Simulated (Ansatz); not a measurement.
What does this script print? It uses Ansatz 0.2.0 through its Python package.

Script `plan_in2cuo4.py`:
```python
"""Dry run for In2CuO4: grids, bands and k-points."""

import warnings

import ansatz as az
from pymatgen.core import Lattice, Structure
from pymatgen.io.ase import AseAtomsAdaptor


def main() -> None:
    warnings.simplefilter("ignore", az.DeckWarning)

    pmg_structure = Structure(
        Lattice([(-1.9785, 1.9785, 6.04), (1.9785, -1.9785, 6.04), (1.9785, 1.9785, -6.04)]),
        ["In", "In", "Cu", "O", "O", "O", "O"],
        [
            (0.3529, 0.3529, 0.0),
            (0.6471, 0.6471, 0.0),
            (0.0, 0.0, 0.0),
            (0.5, 0.0, 0.5),
            (0.0, 0.5, 0.5),
            (0.75, 0.25, 0.5),
            (0.25, 0.75, 0.5),
        ],
    )
    system = az.Crystal.from_ase(AseAtomsAdaptor.get_atoms(pmg_structure))

    calc = (
        system.calculation()
        .functional("PBEsol")
        .occupations("Gaussian")
        .basis(38 * az.Ry)
        .kpoints(11)
    )
    session = calc.session()
    print("features:", ", ".join(session.active_features))
    print("SCF threshold (eV):", session.dr2_threshold)
    planned = session.plan(dry_run=True)
    told = planned.describe()
    for name in ("ecut_ev", "ecutrho_ev", "n_bands", "nominal_top_band", "n_pw_range", "fft_dense", "fft_smooth", "n_sym_ops", "cell_volume_ang3"):
        print(f"{name:18s} {told[name]}")
    print("irreducible k-points and weights")
    for k, weight in zip(told.kpoints_frac, told.kweights):
        print(f"  {k[0]:8.4f} {k[1]:8.4f} {k[2]:8.4f}  {weight:.5f}")


if __name__ == "__main__":
    main()
```

```console
$ python plan_in2cuo4.py
features: AnyPaw, Paw, PbeFamilyXc, FractionalOccupations, GaussianSmearing
SCF threshold (eV): 1e-07
ecut_ev            517.016338673772
ecutrho_ev         2068.065354695088
n_bands            42
nominal_top_band   35
n_pw_range         [2509, 2562]
fft_dense          [30, 30, 50]
fft_smooth         [30, 30, 50]
n_sym_ops          16
cell_volume_ang3   94.57340796
irreducible k-points and weights
    0.0000   0.0000   0.0000  0.00075
    0.0000   0.0000   0.0909  0.00301
    0.0000   0.0000   0.1818  0.00301
    0.0000   0.0000   0.2727  0.00301
    0.0000   0.0000   0.3636  0.00301
    0.0000   0.0000   0.4545  0.00301
    0.0000   0.0909   0.0000  0.00601
    0.0000   0.0909   0.0909  0.01202
    0.0000   0.0909   0.1818  0.01202
    0.0000   0.0909   0.2727  0.01202
    0.0000   0.0909   0.3636  0.01202
    0.0000   0.0909   0.4545  0.00601
    0.0000   0.1818   0.0000  0.00601
    0.0000   0.1818   0.0909  0.01202
    0.0000   0.1818   0.1818  0.01202
    0.0000   0.1818   0.2727  0.01202
    0.0000   0.1818   0.3636  0.01202
    0.0000   0.1818  -0.0909  0.00601
    0.0000   0.2727   0.0000  0.00601
    0.0000   0.2727   0.0909  0.01202
    0.0000   0.2727   0.1818  0.01202
    0.0000   0.2727   0.2727  0.01202
    0.0000   0.2727   0.3636  0.00601
    0.0000   0.2727  -0.1818  0.01202
    0.0000   0.3636   0.0000  0.00601
    0.0000   0.3636   0.0909  0.01202
    0.0000   0.3636   0.1818  0.01202
    0.0000   0.3636   0.2727  0.01202
    0.0000   0.3636  -0.2727  0.01202
    0.0000   0.3636  -0.1818  0.00601
    0.0000   0.4545   0.0000  0.00601
    0.0000   0.4545   0.0909  0.01202
    0.0000   0.4545   0.1818  0.01202
    0.0000   0.4545   0.2727  0.00601
    0.0000   0.4545  -0.3636  0.01202
    0.0000   0.4545  -0.2727  0.01202
    0.0909   0.0909   0.0909  0.00601
    0.0909   0.0909   0.1818  0.00601
    0.0909   0.0909   0.2727  0.00601
    0.0909   0.0909   0.3636  0.00601
    0.0909   0.0909  -0.0909  0.00150
    0.0909   0.1818   0.0909  0.01202
    0.0909   0.1818   0.1818  0.01202
    0.0909   0.1818   0.2727  0.01202
    0.0909   0.1818   0.3636  0.00601
    0.0909   0.1818  -0.1818  0.00601
    0.0909   0.2727   0.0909  0.01202
    0.0909   0.2727   0.1818  0.01202
    0.0909   0.2727   0.2727  0.01202
    0.0909   0.2727  -0.2727  0.00601
    0.0909   0.2727  -0.1818  0.00601
    0.0909   0.3636   0.0909  0.01202
    0.0909   0.3636   0.1818  0.01202
    0.0909   0.3636   0.2727  0.00601
    0.0909   0.3636  -0.3636  0.00601
    0.0909   0.3636  -0.2727  0.01202
    0.0909   0.4545   0.1818  0.01202
    0.0909   0.4545  -0.4545  0.00601
    0.0909   0.4545  -0.3636  0.01202
    0.0909   0.4545  -0.2727  0.00601
    0.0909  -0.4545   0.1818  0.00601
    0.0909  -0.4545   0.4545  0.00601
    0.0909  -0.4545  -0.4545  0.01202
    0.0909  -0.4545  -0.3636  0.01202
    0.0909  -0.3636   0.3636  0.00601
    0.0909  -0.3636   0.4545  0.01202
    0.0909  -0.3636  -0.4545  0.01202
    0.0909  -0.3636  -0.3636  0.00601
    0.0909  -0.2727   0.2727  0.00601
    0.0909  -0.2727   0.3636  0.01202
    0.0909  -0.2727   0.4545  0.01202
    0.0909  -0.2727  -0.4545  0.01202
    0.0909  -0.1818   0.1818  0.00601
    0.0909  -0.1818   0.2727  0.01202
    0.0909  -0.1818   0.3636  0.01202
    0.0909  -0.1818   0.4545  0.01202
    0.0909  -0.1818  -0.4545  0.00601
    0.0909  -0.0909   0.0909  0.00301
    0.0909  -0.0909   0.1818  0.00601
    0.0909  -0.0909   0.2727  0.00601
    0.0909  -0.0909   0.3636  0.00601
    0.0909  -0.0909   0.4545  0.00601
    0.1818   0.1818   0.1818  0.00601
    0.1818   0.1818   0.2727  0.00601
    0.1818   0.1818  -0.1818  0.00150
    0.1818   0.2727   0.1818  0.01202
    0.1818   0.2727   0.2727  0.00601
    0.1818   0.2727  -0.2727  0.00601
    0.1818   0.3636  -0.3636  0.00601
    0.1818   0.3636  -0.2727  0.00601
    0.1818   0.4545  -0.4545  0.00601
    0.1818   0.4545  -0.3636  0.01202
    0.1818  -0.4545   0.4545  0.00601
    0.1818  -0.4545  -0.4545  0.01202
    0.1818  -0.4545  -0.3636  0.00601
    0.1818  -0.3636   0.3636  0.00601
    0.1818  -0.3636   0.4545  0.01202
    0.1818  -0.3636  -0.4545  0.01202
    0.1818  -0.2727   0.2727  0.00601
    0.1818  -0.2727   0.3636  0.01202
    0.1818  -0.2727   0.4545  0.01202
    0.1818  -0.2727  -0.4545  0.00601
    0.1818  -0.1818   0.1818  0.00301
    0.1818  -0.1818   0.2727  0.00601
    0.1818  -0.1818   0.3636  0.00601
    0.1818  -0.1818   0.4545  0.00601
    0.2727   0.2727  -0.2727  0.00150
    0.2727   0.3636  -0.3636  0.00601
    0.2727   0.4545  -0.4545  0.00601
    0.2727   0.4545  -0.3636  0.00601
    0.2727  -0.4545   0.4545  0.00601
    0.2727  -0.4545  -0.4545  0.01202
    0.2727  -0.3636   0.3636  0.00601
    0.2727  -0.3636   0.4545  0.01202
    0.2727  -0.3636  -0.4545  0.00601
    0.2727  -0.2727   0.2727  0.00301
    0.2727  -0.2727   0.3636  0.00601
    0.2727  -0.2727   0.4545  0.00601
    0.3636   0.3636  -0.3636  0.00150
    0.3636   0.4545  -0.4545  0.00601
    0.3636  -0.4545   0.4545  0.00601
    0.3636  -0.4545  -0.4545  0.00601
    0.3636  -0.3636   0.3636  0.00301
    0.3636  -0.3636   0.4545  0.00601
    0.4545   0.4545  -0.4545  0.00150
    0.4545  -0.4545   0.4545  0.00301
```
